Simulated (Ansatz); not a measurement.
**CH4FNSe: up Jacob's ladder to CCSD(T)**

One table from this session's results is given with a row withheld; the runs are named, their logs left out.

Computed with Ansatz 0.2.0, Gaussian basis. Level: functionals in def2-TZVPP, the program's frozen cores in correlated methods.

Plan: LDA (SPW92), PBE-D4, revPBE-D4, BLYP-D4, r2SCAN-D4, B97M-V, PBE0-D4, B3LYP-D4, r2SCANh-D4, r2SCAN0-D4, HSE06-D4, BHLYP-D4, CAM-B3LYP-D4, LC-ωPBE, ωB97X-V, ωB97M-V, B2PLYP, PBE-QIDH; CCSD(T)/def2-SVP; CCSD(T)/def2-TZVPP; MP2/def2-QZVPP; extrapolation to the limit; RPA on PBE.

## The geometry

An earlier PBE0-D4 in a triple-zeta def2 set relaxation fixed the geometry.

SMILES `NC(F)[SeH]`, 8 atoms, charge 0, spin multiplicity 1.

Atoms are counted from 1 here; the program's logs count them from 0.

Bond lengths: N1–C2 1.403 Å, N1–H5 1.008 Å, N1–H6 1.010 Å, C2–F3 1.371 Å, C2–Se4 1.987 Å, C2–H7 1.090 Å, Se4–H8 1.469 Å. Angles: C2–N1–H5 113.5°, C2–N1–H6 114.3°, H5–N1–H6 111.5°, N1–C2–F3 110.3°, N1–C2–Se4 112.3°, N1–C2–H7 110.2°, F3–C2–Se4 107.8°, F3–C2–H7 107.9°, Se4–C2–H7 108.2°, C2–Se4–H8 95.5°.

Set-up of the first run:

Input file in.yaml:

```yaml
crystal:
  periodic: [false, false, false]
  atoms:
    - {symbol: N, position_ang: [0.067667, 1.282960, -0.052268]}
    - {symbol: C, position_ang: [0.379926, -0.083823, -0.095163]}
    - {symbol: F, position_ang: [1.319100, -0.387309, 0.856361]}
    - {symbol: Se, position_ang: [-1.209812, -1.230278, 0.233382]}
    - {symbol: H, position_ang: [-0.233622, 1.653849, -0.939499]}
    - {symbol: H, position_ang: [-0.565917, 1.541761, 0.691117]}
    - {symbol: H, position_ang: [0.793343, -0.344742, -1.069094]}
    - {symbol: H, position_ang: [-0.458584, -2.489616, 0.319265]}
basis:
  gaussian: {orbitals: def2-TZVPP}
hamiltonian: {xc: lda}
output: {orbitals: {seedname: orbitals}}
```

Started as:

```sh
$ ansatz run in.yaml --threads 2 --pin off --events-out ev --progress --plain --max-ram 4352MiB
```

Steps of the session up to this table: LDA; PBE-D4 (GGA); revPBE-D4 (GGA); BLYP-D4 (GGA); r2SCAN-D4 (meta-GGA); B97M-V (meta-GGA); B3LYP-D4 (hybrid); r2SCANh-D4 (hybrid); r2SCAN0-D4 (hybrid); HSE06-D4 (hybrid); BHLYP-D4 (hybrid); CAM-B3LYP-D4 (range-separated); LC-ωPBE (range-separated); ωB97X-V (range-separated); ωB97M-V (range-separated); B2PLYP (double hybrid); PBE-QIDH (double hybrid).

One of the session's tables, all rows but one given; the rest of the session is left out.

It belongs to the step «Orbital energies across the functionals». 

| functional | HOMO (eV) | gap (eV) |
| --- | --- | --- |
| LDA (SPW92) | -5.83 | 4.51 |
| PBE-D4 | -5.67 | 4.55 |
| revPBE-D4 | -5.61 | 4.59 |
| BLYP-D4 | -5.53 | 4.46 |
| r2SCAN-D4 | -5.96 | 5.10 |
| B97M-V | ? | ? |
| PBE0-D4 | -6.88 | 6.65 |
| B3LYP-D4 | -6.66 | 6.13 |
| r2SCANh-D4 | -6.40 | 5.87 |
| r2SCAN0-D4 | -7.07 | 7.01 |
| HSE06-D4 | -6.48 | 5.87 |
| BHLYP-D4 | -7.95 | 8.56 |
| CAM-B3LYP-D4 | -8.23 | 8.97 |
| LC-ωPBE | -9.62 | 11.61 |
| ωB97X-V | -9.26 | 11.09 |
| ωB97M-V | -9.11 | 10.70 |

Estimate the missing values for B97M-V.

The run gave: HOMO (eV): -6.04; gap (eV): 5.13. In the column «HOMO (eV)» it lies between r2SCANh-D4 (-6.40) and r2SCAN-D4 (-5.96).
